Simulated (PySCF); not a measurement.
# CH7N3W (W(CH)(NH2)3): the cost of one run

Programs: PySCF 2.14.0, with routines of our own; each step states its level. All values are computed. Atoms count from 0.

## 1. The starting structure

12 atoms, charge 0, multiplicity 1; geometry from: GFN2-xTB.

## 2. Optimising the geometry at PBE0-D3(BJ)/def2-SVP

The job: settings as JSON, then the geometry in Å.

```
{"job": {"xc": "PBE0", "basis": "def2-SVP", "d3": "d3bj", "grid": 1, "maxiter": 30, "shake": 0.03, "kind": "geom"}, "charge": 0, "multiplicity": 1}
W      0.061060    -0.076600     0.035300
C     -0.010430    -0.002580     1.873400
H     -0.049860     0.008760     2.933650
N      2.027450    -0.020330    -0.421790
H      2.209200    -0.055480    -1.428820
H      2.753970    -0.018570     0.160900
N     -0.915280     1.675030    -0.411690
H     -1.307370     2.429780     0.150440
H     -1.095870     1.945780    -1.340890
N     -0.996030    -1.667710    -0.363080
H     -1.165780    -1.926720    -1.350100
H     -1.395600    -2.374100     0.213670
```

On the command line:

```sh
$ OMP_NUM_THREADS=1 python heavy_run.py task.json out
```

One launch serves the whole session: the jobs run in the order shown.

**Question.** How long does this first job take on 1 thread of AMD EPYC 7R43, shared host, and how much memory does it need?

About 61 s, with a peak of 0.49 GiB.
